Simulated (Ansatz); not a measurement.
This was printed by a script on Ansatz's Python interface, for a single point in a Gaussian basis of CH8AsNOSi2, SMILES O=CN[SiH2][AsH][SiH3]. What did the script look like? Use: r2SCAN, cc-pVDZ basis, multiplicity 1, D4 dispersion.

```yaml
atoms:
  - { symbol: O, position_ang: [-2.5822, 2.1118, 0.5013] }
  - { symbol: C, position_ang: [-2.2264, 1.1509, 1.2343] }
  - { symbol: N, position_ang: [-1.3515, 0.1340, 0.7417] }
  - { symbol: Si, position_ang: [-0.6987, 0.1498, -0.9299] }
  - { symbol: As, position_ang: [0.6813, -1.6903, -1.2391] }
  - { symbol: Si, position_ang: [2.3009, -0.8189, 0.1765] }
  - { symbol: H, position_ang: [-2.5895, 1.0965, 2.2519] }
  - { symbol: H, position_ang: [-1.0736, -0.6473, 1.3755] }
  - { symbol: H, position_ang: [-1.8095, 0.0965, -1.8916] }
  - { symbol: H, position_ang: [0.0720, 1.3840, -1.1420] }
  - { symbol: H, position_ang: [1.3503, -1.0622, -2.5050] }
  - { symbol: H, position_ang: [1.8128, -0.8676, 1.5627] }
  - { symbol: H, position_ang: [3.5325, -1.6133, 0.0584] }
  - { symbol: H, position_ang: [2.5816, 0.5760, -0.1948] }
```

```console
$ python energy_ch8asnosi2.py
converged              True
free_energy_ev         -81297.04562020075
reference_energy_ev    -81296.94428244536
n_frozen               0
n_occupied             [45, 45]
n_virtual              [100, 100]
largest force 3.9547 eV/A, rms 0.8852
   atom  mulliken  lowdin
0     O    -0.290   0.083
1     C     0.276  -0.225
2     N    -0.368   0.109
3    Si     0.370   0.080
4    As    -0.161   0.113
5    Si     0.152   0.106
6     H     0.032  -0.019
7     H     0.132   0.021
8     H    -0.036  -0.058
9     H    -0.039  -0.058
10    H     0.030   0.005
11    H    -0.043  -0.056
12    H    -0.031  -0.053
13    H    -0.025  -0.050
dipole (e A): [ 0.3211 -0.4784  0.2987]
Alpha     -17.092 eV  occupation 2
Alpha     -15.932 eV  occupation 2
Alpha     -14.095 eV  occupation 2
Alpha     -13.684 eV  occupation 2
Alpha     -12.954 eV  occupation 2
Alpha     -10.830 eV  occupation 2
Alpha     -10.279 eV  occupation 2
Alpha      -9.935 eV  occupation 2
Alpha      -9.733 eV  occupation 2
Alpha      -9.393 eV  occupation 2
Alpha      -8.862 eV  occupation 2
Alpha      -8.781 eV  occupation 2
Alpha      -7.727 eV  occupation 2
Alpha      -6.778 eV  occupation 2
Alpha      -6.702 eV  occupation 2
Alpha      -6.246 eV  occupation 2
Alpha      -1.120 eV  occupation 0
Alpha      -0.832 eV  occupation 0
Alpha      -0.281 eV  occupation 0
Alpha      -0.064 eV  occupation 0
Alpha       0.013 eV  occupation 0
Alpha       0.469 eV  occupation 0
Alpha       1.231 eV  occupation 0
Alpha       1.372 eV  occupation 0
Alpha       1.779 eV  occupation 0
Alpha       2.515 eV  occupation 0
Alpha       3.239 eV  occupation 0
Alpha       3.368 eV  occupation 0
```

One script that gives this output:

The script, `energy_ch8asnosi2.py`:
```python
"""Single point of CH8AsNOSi2 in a Gaussian basis."""

from pathlib import Path
import json

import ansatz as az
import numpy as np
import pandas as pd

BASIS_SET = "cc-pVDZ"
XC = "r2scan"
DISPERSION = "d4"


def main() -> None:
    mol = (
        az.Crystal.molecule()
        .atom("O", [-2.5822, 2.1118, 0.5013])
        .atom("C", [-2.2264, 1.1509, 1.2343])
        .atom("N", [-1.3515, 0.134, 0.7417])
        .atom("Si", [-0.6987, 0.1498, -0.9299])
        .atom("As", [0.6813, -1.6903, -1.2391])
        .atom("Si", [2.3009, -0.8189, 0.1765])
        .atom("H", [-2.5895, 1.0965, 2.2519])
        .atom("H", [-1.0736, -0.6473, 1.3755])
        .atom("H", [-1.8095, 0.0965, -1.8916])
        .atom("H", [0.072, 1.384, -1.142])
        .atom("H", [1.3503, -1.0622, -2.505])
        .atom("H", [1.8128, -0.8676, 1.5627])
        .atom("H", [3.5325, -1.6133, 0.0584])
        .atom("H", [2.5816, 0.576, -0.1948])
    )

    job = mol.calculation()
    job = job.basis(gaussian=BASIS_SET)
    job = job.functional(XC, dispersion=DISPERSION)
    job = job.forces().orbitals()
    result = job.run(runs_dir="ch8asnosi2_runs")
    r = result.report

    for key in ("converged", "free_energy_ev", "reference_energy_ev", "n_frozen", "n_occupied", "n_virtual"):
        print(f"{key:22s} {r[key]}")

    symbols = [site.symbol for site in mol.cartesian_sites]
    forces = np.array(r["forces_ev_ang"])
    print("largest force", round(float(np.linalg.norm(forces, axis=1).max()), 4), "eV/A, rms", round(float(np.sqrt((forces ** 2).mean())), 4))

    charges = r["charge_distribution"]
    table = pd.DataFrame({"atom": symbols, "mulliken": charges["mulliken_charges_e"], "lowdin": charges["lowdin_charges_e"]})
    print(table.round(3).to_string())
    print("dipole (e A):", np.round(charges["dipole_moment_e_ang"], 4) + 0.0)

    lines = Path(r["orbitals_path"]).read_text().splitlines()
    field_of = lambda key: [line.split("=")[1].strip() for line in lines if line.startswith(key)]
    orbitals = [(27.211386 * float(e), s, float(n)) for e, s, n in zip(field_of("Ene="), field_of("Spin="), field_of("Occup="))]
    homo = max(e for e, _, n in orbitals if n > 0.5)
    lumo = min(e for e, _, n in orbitals if n < 0.5)
    for e, spin, n in sorted(orbitals):
        if homo - 15 < e < lumo + 5:
            print(f"{spin:6s} {e:10.3f} eV  occupation {n:.0f}")
    with open("ch8asnosi2.json", "w") as handle:
        json.dump({k: r[k] for k in ("free_energy_ev", "reference_energy_ev", "n_occupied", "n_virtual")}, handle, indent=1)


if __name__ == "__main__":
    main()
```

Caveats:
- Total energies depend on the basis set; only differences at equal settings carry meaning.
- The geometry is a force-field or estimated start, not a minimum of this method, and the basis set is short of its limit.
- The Löwdin charges here are taken after orthogonalising the functions within each atom; they differ from plain Löwdin charges, and their signs can be unphysical.
- Alpha marks a spatial orbital of a restricted run, filled by both spins.
- Total less reference energy is the dispersion correction.
- Levels such as HOMO and LUMO are orbital energies: with these approximate functionals they aren't the ionisation energy and electron affinity, and their gap isn't the fundamental gap.
- Timing: 18 s on 1 thread of Arm Neoverse V2, on a shared host, peak memory 0.37 GiB.
